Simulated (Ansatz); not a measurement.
# LiBr (SMILES [Li][Br]): functionals against CCSD(T) at one geometry

How do the functionals fare away from a minimum? The structure is a structure displaced at random from a GFN2-xTB minimum.

Method: single points in def2-TZVPP; program: Ansatz 0.2.0, Gaussian basis.

Correlated methods freeze the cores. Filled d shells of the heavier atoms are correlated. The outer core shell of Li, Na, Mg and K is correlated. B3LYP uses VWN-RPA correlation.

### Step 1. Starting geometry

2 atoms, charge 0, spin multiplicity 1.

Atoms are counted from 1 here; the program's logs count them from 0.

Bond lengths: Li1–Br2 2.182 Å.

Geometry (Å):

```mol
BrLi
  3D, bonds by distance, orders not assigned

  2  1  0  0  0  0  0  0  0  0999 V2000
   -0.8363    0.2958   -0.4801 Li  0  0
    0.9951   -0.2667    0.5638 Br  0  0
  1  2  8  0
M  END
```

### Step 2. CCSD(T)/def2-TZVPP

File run/in.yaml:

```yaml
crystal:
  periodic: [false, false, false]
  atoms:
    - {symbol: Li, position_ang: [-0.836300, 0.295800, -0.480100]}
    - {symbol: Br, position_ang: [0.995100, -0.266700, 0.563800]}
basis:
  gaussian: {orbitals: def2-TZVPP}
correlation: {method: ccsd_t}
output: {forces: true}
```

The command line of these runs was not kept.

### Step 3. PBE0-D4/def2-TZVPP

run/in.yaml: that of step 2 with these lines changed.

```diff
@@ -7,3 +7,3 @@
   gaussian: {orbitals: def2-TZVPP}
-correlation: {method: ccsd_t}
-output: {forces: true}
+hamiltonian: {xc: pbe0, dispersion: d4}
+output: {forces: true, orbitals: {seedname: orbitals}}
```

### Step 4. wB97M-V/def2-TZVPP

run/in.yaml: that of step 3 with these lines changed.

```diff
@@ -7,3 +7,3 @@
   gaussian: {orbitals: def2-TZVPP}
-hamiltonian: {xc: pbe0, dispersion: d4}
-output: {forces: true, orbitals: {seedname: orbitals}}
+hamiltonian: {xc: {name: wB97M-V}}
+output: {forces: true}
```

### Step 5. r2SCAN-D4/def2-TZVPP

run/in.yaml: that of step 4 with these lines changed.

```diff
@@ -7,3 +7,3 @@
   gaussian: {orbitals: def2-TZVPP}
-hamiltonian: {xc: {name: wB97M-V}}
+hamiltonian: {xc: r2scan, dispersion: d4}
 output: {forces: true}
```

### Step 6. PBE-D4/def2-TZVPP

run/in.yaml: that of step 5 with these lines changed.

```diff
@@ -7,3 +7,3 @@
   gaussian: {orbitals: def2-TZVPP}
-hamiltonian: {xc: r2scan, dispersion: d4}
+hamiltonian: {xc: pbe, dispersion: d4}
 output: {forces: true}
```

### Step 7. SPW92/def2-TZVPP

run/in.yaml: that of step 6 with these lines changed.

```diff
@@ -7,3 +7,3 @@
   gaussian: {orbitals: def2-TZVPP}
-hamiltonian: {xc: pbe, dispersion: d4}
+hamiltonian: {xc: lda}
 output: {forces: true}
```

### Step 8. B3LYP-D4/def2-TZVPP

run/in.yaml: that of step 7 with these lines changed.

```diff
@@ -7,3 +7,3 @@
   gaussian: {orbitals: def2-TZVPP}
-hamiltonian: {xc: lda}
+hamiltonian: {xc: {name: B3LYP}, dispersion: d4}
 output: {forces: true}
```

(Steps that only read results are left out.)

Q: Predict the outcome of this session. Wanted: energy less free atoms, CCSD(T)/def2-TZVPP; RMS force component; RMS force error; HOMO and LUMO, PBE0-D4; T1 diagnostic.

The runs gave:

| quantity | value |
| --- | --- |
| energy less free atoms, CCSD(T)/def2-TZVPP | -97.6 kcal/mol |
| RMS force component | 0.003 to 0.102 eV/Å over the methods |
| RMS force error | PBE0-D4 0.066, wB97M-V 0.042, r2SCAN-D4 0.011, PBE-D4 0.036, SPW92 0.135, B3LYP-D4 0.050 eV/Å |
| HOMO and LUMO, PBE0-D4 | -6.77 and -1.40 eV |
| T1 diagnostic | 0.005 |

In words: Against CCSD(T) the functionals' energies less atoms differ by -11.8 to -0.8 kcal/mol, PBE-D4 by -1.2 kcal/mol. CCSD(T) in triple zeta still lacks some correlation energy of the bonds, so part of these gaps is its own basis error and they don't rank the functionals. The forces of r2SCAN-D4 come nearest to CCSD(T), those of SPW92 are farthest. Frozen-core CCSD(T) forces in triple zeta carry basis errors of their own, and this is one geometry, so small gaps rank nothing.
